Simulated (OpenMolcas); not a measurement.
# W³⁺ among point charges: CASSCF and CASPT2 levels and susceptibility, part 1 of 2

How does a field of 4 point charges split the states of W³⁺, and what χT follows?

The numbers are computed with OpenMolcas 26.06 (state-averaged CASSCF and CASPT2, spin-orbit coupling by RASSI with atomic mean-field integrals), except any that are marked as measured or tabulated.

## (1) Starting point

| Property | Result |
| --- | --- |
| Species | W³⁺ (tungsten, Z = 74, 71 electrons) |
| Basis | ANO-RCC-VTZP [8s7p5d3f2g1h], 104 functions |
| Scalar Hamiltonian | DKH2, point nucleus |
| Inactive shells | 1s 2s 2p 3s 3p 3d 4s 4p 4d 4f 5s 5p |
| Active space | 3 electrons in 5 orbitals (5d) |
| Some configurations of this space | 5d³ |
| Orbitals | optimised for each spin and parity, averaged over all roots |

The outer shells:

5d3
```
5d [↑ ][↑ ][↑ ][  ][  ]
```

The ion sits among 4 point charges of -2.5 e arranged as a tetrahedron (Td), 2.09 Å from the ion.

The work runs as a chain of OpenMolcas steps in one folder; each step below is one input file. Labels, J, g values, rates, χT and fits are worked out afterwards by a script from the matrices that RASSI stores.

## (2) GATEWAY and SEWARD: basis and integrals

Input file a.inp:

```
&GATEWAY
Coord
1

W 0.0 0.0 0.0
Basis=ANO-RCC-VTZP
Group=NoSym
NoMove
AngMom=0.0 0.0 0.0
AMFI
XField
4 Angstrom 0
1.206662 1.206662 1.206662 -2.500000
1.206662 -1.206662 -1.206662 -2.500000
-1.206662 1.206662 -1.206662 -2.500000
-1.206662 -1.206662 1.206662 -2.500000
&SEWARD
```

What it wrote:

```text
Basis set label: W.ANO-RCC...8S7P5D3F2G1H.

      Electronic valence basis set:
      ------------------
      Associated Effective Charge  74.000000 au
      Associated Actual Charge     74.000000 au
      Nuclear Model: Point charge

      Shell  nPrim  nBasis  Cartesian Spherical Contaminant
         s      24       8        X
         p      21       7        X
         d      15       5                 X
         f      11       3                 X
         g       4       2                 X
         h       2       1                 X
                  Relativistic Douglas-Kroll-Hess integrals:
                    - DKH order of Hamiltonian: 2
                    - DKH order of Properties : 0
                  Atomic mean-field integrals
```

## (3) CASSCF: quartets, 10 roots

Input file a.inp:

```
&RASSCF
FileOrb=start.orb
Symmetry=1
Spin=4
nActEl=3 0 0
Inactive=34
Ras2=5
CIRoot=10 10 1
SDav=10
CIMx=300
Iter=120 100
PrWF=0.3
OrbListing=Nothing
MaxOrb=0
>>> COPY $Project.JobIph JOB001
```

start.orb holds the contracted functions of the basis, ordered by shell, or the orbitals of the step before.

What it wrote (excerpt; [...] marks lines left out):

```text
[...]
      Number of active orbitals                  5
[...]
      Spin quantum number                      1.5
[...]
      Active orbitals                            5
[...]
      Number of CSFs                            10
      Number of root(s) required                10
[...]
      Convergence after 15 iterations
[...]
      Natural orbitals and occupation numbers for root  1
      sym 1:   0.074364   0.074364   0.925636   0.925636   1.000000
      Natural orbitals and occupation numbers for root  2
      sym 1:   0.079786   0.920214   1.000000   0.079786   0.920214
      Natural orbitals and occupation numbers for root  3
      sym 1:   0.898257   0.101743   1.000000   0.101743   0.898257
::    RASSCF root number  1 Total energy: -16133.34677092
::    RASSCF root number  2 Total energy: -16133.34677092
::    RASSCF root number  3 Total energy: -16133.34677092
[...]
::    RASSCF root number  7 Total energy: -16133.32352462
::    RASSCF root number  8 Total energy: -16133.29414819
::    RASSCF root number  9 Total energy: -16133.29414819
::    RASSCF root number 10 Total energy: -16133.29414819
```

## (4) CASSCF: doublets, 40 roots

Input file a.inp:

```
&RASSCF
FileOrb=start.orb
Symmetry=1
Spin=2
nActEl=3 0 0
Inactive=34
Ras2=5
CIRoot=40 40 1
SDav=40
CIMx=300
Iter=120 100
PrWF=0.3
OrbListing=Nothing
MaxOrb=0
>>> COPY $Project.JobIph JOB002
```

What it wrote (excerpt; [...] marks lines left out):

```text
[...]
      Number of active orbitals                  5
[...]
      Spin quantum number                      0.5
[...]
      Active orbitals                            5
[...]
      Number of CSFs                            40
      Number of root(s) required                40
[...]
      Convergence after 10 iterations
[...]
      Natural orbitals and occupation numbers for root  1
      sym 1:   0.033442   0.099231   0.974425   0.095338   1.797564
      Natural orbitals and occupation numbers for root  2
      sym 1:   0.052776   0.118565   1.797564   0.056669   0.974425
      Natural orbitals and occupation numbers for root  3
      sym 1:   0.180156   0.074470   0.846659   0.935011   0.963704
::    RASSCF root number  1 Total energy: -16133.29921032
::    RASSCF root number  2 Total energy: -16133.29921032
::    RASSCF root number  3 Total energy: -16133.29422142
[...]
::    RASSCF root number 27 Total energy: -16133.25211159
::    RASSCF root number 28 Total energy: -16133.25211159
::    RASSCF root number 29 Total energy: -16133.23798947
::    RASSCF root number 30 Total energy: -16133.23211720
```

## (5) RASSI: spin-orbit coupling between the states

Input file a.inp:

```
&RASSI
NrOfJobIphs=2 10 40
1 2 3 4 5 6 7 8 9 10
1 2 3 4 5 6 7 8 9 10 11 12 13 14 15 16 17 18 19 20 21 22 23 24 25 26 27
28 29 30 31 32 33 34 35 36 37 38 39 40
IphNames
JOB001
JOB002
EJob
SpinOrbit
DIPRint=1.0
SOCoupling=1000.0
Subsets=2
Property=9
'ANGMOM' 1 'ANGMOM' 2 'ANGMOM' 3 'MLTPL  1' 1 'MLTPL  1' 2 'MLTPL  1' 3
'AMFI' 1 'AMFI' 2 'AMFI' 3
SOProperty=3
'ANGMOM' 1 'ANGMOM' 2 'ANGMOM' 3
```

What it wrote:

```text
SPIN-FREE ENERGIES:
  (Shifted by EMIN (a.u.) =     -16133.3467709170)

 SF State       Relative EMIN(au)   Rel lowest level(eV)    D:o, cm**(-1)      L_eff

     1             0.0000000000        0.0000000000              0.0000         2.7
     2             0.0000000000        0.0000000000              0.0000         2.7
     3             0.0000000000        0.0000000000              0.0000         2.7
     4             0.0120173369        0.3270083947           2637.5006         2.8
     5             0.0120173369        0.3270083947           2637.5006         2.8
     6             0.0120173369        0.3270083947           2637.5006         2.8
     7             0.0232462999        0.6325640467           5101.9731         2.8
    11             0.0475605934        1.2941896764          10438.3437         3.7
    12             0.0475605934        1.2941896764          10438.3437         3.7
    13             0.0525495010        1.4299447682          11533.2824         4.0
    14             0.0525495010        1.4299447682          11533.2824         4.0
    15             0.0525495010        1.4299447682          11533.2824         4.0
    10             0.0526227261        1.4319373239          11549.3534         0.9
     8             0.0526227261        1.4319373239          11549.3534         0.9
     9             0.0526227261        1.4319373239          11549.3534         0.9
    16             0.0538607484        1.4656256273          11821.0679         3.6
    17             0.0580070168        1.5784513402          12731.0686         3.6
    18             0.0580070168        1.5784513402          12731.0686         3.6
    19             0.0580070168        1.5784513402          12731.0686         3.6
    20             0.0693797911        1.8879202943          15227.1041         2.7
    21             0.0693797911        1.8879202943          15227.1041         2.7
    22             0.0693797911        1.8879202943          15227.1041         2.7
    23             0.0717510215        1.9524447609          15747.5290         3.6
    24             0.0717510215        1.9524447609          15747.5290         3.6
    25             0.0750470417        2.0421340377          16470.9218         3.9
    26             0.0750470417        2.0421340377          16470.9218         3.9
    27             0.0750470417        2.0421340377          16470.9218         3.9
    28             0.0783493886        2.1319954752          17195.7032         4.0
    29             0.0783493886        2.1319954752          17195.7032         4.0
    30             0.0783493893        2.1319954957          17195.7033         4.0
    31             0.0802481884        2.1836644512          17612.4416         3.8
    32             0.0802481884        2.1836644512          17612.4416         3.8
    33             0.0802481890        2.1836644676          17612.4417         3.8
    34             0.0908297778        2.4716041670          19934.8320         2.9
    35             0.0908297778        2.4716041670          19934.8320         2.9
    36             0.0908297778        2.4716041670          19934.8320         2.9
    37             0.0946593232        2.5758114055          20775.3201         3.1
    38             0.0946593232        2.5758114055          20775.3201         3.1
    39             0.1087814469        2.9600939673          23874.7680         2.6
    40             0.1146537140        3.1198864960          25163.5816         2.7
Eigenvalues of complex Hamiltonian:
   -----------------------------------
  (Shifted by EMIN (a.u.) =     -16133.3467709170)

 SO State       Relative EMIN(au)   Rel lowest level(eV)    D:o, cm**(-1)     J-value

     1            -0.0229737646        0.0000000001              0.0000         1.2
     2            -0.0229737646        0.0000000000              0.0000         1.1
     3            -0.0229737646        0.0000000000              0.0000         1.1
     4            -0.0229737646        0.0000000001              0.0000         1.3
     5            -0.0117510582        0.3053854006           2463.0994         1.9
     6            -0.0117510582        0.3053854006           2463.0994         1.9
     7            -0.0071073996        0.4317457866           3482.2646         1.6
     8            -0.0071073996        0.4317457866           3482.2646         1.7
     9            -0.0071073996        0.4317457866           3482.2646         2.2
    10            -0.0071073996        0.4317457866           3482.2646         2.2
    11             0.0030421516        0.7079291441           5709.8336         2.7
    12             0.0030421516        0.7079291441           5709.8336         2.7
    13             0.0047079910        0.7532589447           6075.4431         2.6
    14             0.0047079910        0.7532589451           6075.4431         2.6
    15             0.0047079910        0.7532589447           6075.4431         2.6
    16             0.0047079910        0.7532589451           6075.4431         2.6
    17             0.0077922741        0.8371865622           6752.3650         2.6
    18             0.0077922741        0.8371865622           6752.3650         2.6
    19             0.0135252724        0.9931893937           8010.6127         3.1
    20             0.0135252724        0.9931893937           8010.6127         3.1
    21             0.0167508270        1.0809612070           8718.5401         3.3
    22             0.0167508270        1.0809612069           8718.5401         3.2
    23             0.0167508270        1.0809612069           8718.5401         3.2
    24             0.0167508270        1.0809612070           8718.5401         3.3
    25             0.0258263232        1.3279180398          10710.3813         3.1
    26             0.0258263232        1.3279180396          10710.3813         3.5
    27             0.0258263232        1.3279180396          10710.3813         3.4
    28             0.0258263232        1.3279180398          10710.3813         3.1
    29             0.0318409714        1.4915849547          12030.4440         1.4
    30             0.0318409714        1.4915849547          12030.4440         1.4
    31             0.0318409714        1.4915849553          12030.4440         1.5
    32             0.0318409714        1.4915849553          12030.4440         1.5
    33             0.0372668723        1.6392312403          13221.2916         0.9
    34             0.0372668723        1.6392312403          13221.2916         0.9
    35             0.0450224185        1.8502704032          14923.4372         2.8
    36             0.0450224185        1.8502704032          14923.4372         2.8
    37             0.0450224185        1.8502704027          14923.4372         2.8
    38             0.0450224185        1.8502704027          14923.4372         2.8
    39             0.0465039421        1.8905847129          15248.5941         2.8
    40             0.0465039421        1.8905847129          15248.5941         2.8
    41             0.0480760695        1.9333644784          15593.6361         3.3
Weights of the five most important spin-orbit-free states for each spin-orbit state.

 SO State  Total energy (au)           Spin-free states, spin, and weights
 -------------------------------------------------------------------------------------------------------
    1        -0.022974       1 1.5  0.2319    3 1.5  0.2114    2 1.5  0.2050    5 1.5  0.1022    4 1.5  0.1001
    2        -0.022974       1 1.5  0.2600    2 1.5  0.2238    3 1.5  0.1644    6 1.5  0.1225    4 1.5  0.0751
    3        -0.022974       2 1.5  0.2470    3 1.5  0.2093    1 1.5  0.1920    6 1.5  0.1199    4 1.5  0.0640
    4        -0.022974       3 1.5  0.2793    2 1.5  0.1885    1 1.5  0.1805    5 1.5  0.1178    4 1.5  0.0837
    5        -0.011751       2 1.5  0.2877    1 1.5  0.2877    3 1.5  0.2877    5 1.5  0.0383    4 1.5  0.0383
    6        -0.011751       2 1.5  0.2877    1 1.5  0.2877    3 1.5  0.2877    5 1.5  0.0383    4 1.5  0.0383
    7        -0.007107       3 1.5  0.2608    5 1.5  0.1817    6 1.5  0.1772    1 1.5  0.1255    2 1.5  0.1028
    8        -0.007107       3 1.5  0.2560    5 1.5  0.1826    6 1.5  0.1706    1 1.5  0.1498    2 1.5  0.0833
    9        -0.007107       4 1.5  0.2248    2 1.5  0.2235    1 1.5  0.2007    6 1.5  0.0910    5 1.5  0.0866
   10        -0.007107       2 1.5  0.2425    4 1.5  0.2192    1 1.5  0.1762    6 1.5  0.0977    5 1.5  0.0855
   11         0.003042       1 1.5  0.2151    3 1.5  0.2151    2 1.5  0.2151    5 1.5  0.0912    6 1.5  0.0912
   12         0.003042       1 1.5  0.2151    3 1.5  0.2151    2 1.5  0.2151    5 1.5  0.0912    6 1.5  0.0912
```

These steps took 22 s in all on 1 thread, shared host.

Spin-free states, with their symmetry labels:

```csv
state,degeneracy,E (cm-1),free-ion L (%)
4T1,3,0,F (99)
4T2,3,2638,F (100)
4A2,1,5102,F (100)
2E,2,10438,G (46)
2T1,3,11533,G (57)
4T1,3,11549,P (99)
2A1,1,11821,G (100)
doublet,3,12731,G (89)
doublet,3,15227,P (61)
2E,2,15748,H (55)
doublet,3,16471,H (68)
doublet,3,17196,H (54)
doublet,3,17612,H (68)
doublet,3,19935,D (68)
doublet,2,20775,G (49)
2A2,1,23875,F (100)
2T1,3,25164,F (96)
2T2,3,26285,F (94)
2E,2,39511,D (99)
doublet,3,39916,D (99)
```

With spin-orbit coupling:

| E (cm-1) | Degeneracy | Label | 2S+1 | g |
| --- | --- | --- | --- | --- |
| 0.0 | 4 |  | 4 |  |
| 2463 | 2 | Γ7 | 4 | 1.96 1.96 1.96 |
| 3482 | 4 |  | 4 |  |
| 5710 | 2 | Γ6 | 4 | 0.42 0.42 0.42 |
| 6075 | 4 |  | 4 |  |
| 6752 | 2 | Γ7 | 4 | 3.79 3.79 3.79 |
| 8011 | 2 | Γ6 | 4 | 1.36 1.36 1.36 |
| 8719 | 4 |  | 4 |  |
| 10710 | 4 |  | 4 |  |
| 12030 | 4 | Γ8 | 4 |  |
| 13221 | 2 | Γ6 | 4 | 2.40 2.40 2.40 |
| 14923 | 4 |  | 2 |  |
| 15249 | 2 |  | 2 | 1.32 1.32 1.32 |
| 15594 | 4 |  | 2 |  |
| 16109 | 2 |  | 2 | 2.82 2.82 2.82 |
| 16142 | 2 |  | 2 | 1.95 1.95 1.95 |
| 17059 | 2 | Γ7 | 4 | 2.11 2.11 2.11 |
| 17067 | 4 |  | 4 |  |
| 18443 | 4 |  | 2 |  |
| 20385 | 4 |  | 2 |  |
| 20615 | 2 | Γ6 | 2 | 0.44 0.44 0.44 |
| 22460 | 4 |  | 2 |  |
| 22763 | 4 | Γ8 | 2 |  |
| 22781 | 2 |  | 2 | 2.26 2.26 2.26 |

Principal g values are given for doublets only; a zero marks a field direction without first-order Zeeman splitting.

Powder χT (cm³ K/mol): 0.08 at 2 K, 0.08 at 5 K, 0.09 at 10 K, 0.09 at 20 K, 0.09 at 50 K, 0.10 at 100 K, 0.11 at 150 K, 0.12 at 200 K, 0.13 at 250 K, 0.14 at 300 K.

A ligand-field fit to the states below 45000 cm-1 gives 10Dq = -3064 cm-1, B = 596 cm-1 and C = 2955 cm-1 (C/B = 4.96), with a deviation of 658 cm-1.

(Continued in part 2 of 2.)
